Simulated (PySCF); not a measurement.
# B2F4 (diboron tetrafluoride): the cost of one run

Programs: PySCF 2.14.0, with density-fitted response routines of our own. Each step states its level of theory. These are calculated values for one molecule in the gas phase, unless marked as measured. Atoms count from 0, in the outputs and in this text.

## Step 1: The molecule as given

6 atoms, charge 0, multiplicity 1; geometry from: GFN2-xTB. The atoms were then displaced at random by about 0.01 Å, so the start is not that level's minimum.

Bonds of the start (Å): F0–B1 1.32, B1–F2 1.33, B1–B3 1.76, B3–F4 1.29, B3–F5 1.29.

## Step 2: Optimising the geometry at PBE0-D3(BJ)/def2-SVP

Job settings and geometry (Å):

```
{"job": {"xc": "PBE0", "basis": "def2-SVP", "d3": "d3bj", "grid": 1, "shake": 0.01, "kind": "geom"}, "charge": 0, "multiplicity": 1}
F     -1.561770    -1.028160     0.458550
B     -0.854260    -0.074150    -0.116120
F     -1.580090     0.740330    -0.874780
B      0.882590     0.073550     0.101840
F      1.403830     0.754970     1.066560
F      1.733870    -0.496560    -0.680710
```

The run is started by

```
> OMP_NUM_THREADS=1 python probes_run.py task.json out
```

This one command runs all jobs of the session in turn.

Q: Estimate the wall time and peak memory of this first job on 1 thread of Arm Neoverse V2, shared host.

About 15 s, with a peak of 0.34 GiB.
